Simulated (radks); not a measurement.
# Fractional charge and spin in the 4s shell of rubidium

The task here is to estimate one member of a computed series from the others.

The numbers are computed with radks (a radial shooting solver on a logarithmic mesh, Libxc functionals) version 1 (scalar-relativistic Kohn-Sham, r2SCAN, spin-polarised, spherical densities, finite nucleus), except any that are marked as measured or tabulated.

## What is computed

```
element            : rubidium (Z = 37)
configuration      : [Ar] 3d10 4p(up 2.5, down 2.5) 4s(up 1, down 1)
nuclear rms radius : 4.2036 fm
```

A shell typed twice in an input gives spin up, then spin down.

Set-up of the first run:

Input:

```text
Z 37
configuration [Ar] 3d10 4p2.5 4p2.5 4s1 4s1
relativity scalar-relativistic
functional r2scan,r2scan
spin polarised
nucleus finite rms 4.2036 fm
c 137.035999084
```

Among the steps run: 4s: up 1, down 1.

One table of the session follows, with a row left open; its other results are not shown here.

It belongs to the step «4s: up 1, down 1». Radial moments (bohr):

```
level      <r>  outermost maximum (interpolated)  90 % within  nodes
   1s  0.04030                            0.0263       0.0721      0
   2s        ?                                 ?            ?      ?
   2p   0.1551                             0.120        0.253      0
   3s   0.5092                             0.450        0.756      2
   3p   0.5178                             0.446        0.787      1
   3d   0.5246                             0.395        0.853      0
   4s    1.429                              1.25         2.10      3
   4p    1.633                              1.40         2.43      2
```

Q: Estimate the row for 2s from the others.

The run gave: <r>: 0.1777; outermost maximum (interpolated): 0.149; 90 % within: 0.275; nodes: 1. In the column «<r>» it lies between 2p (0.1551) and 3s (0.5092).
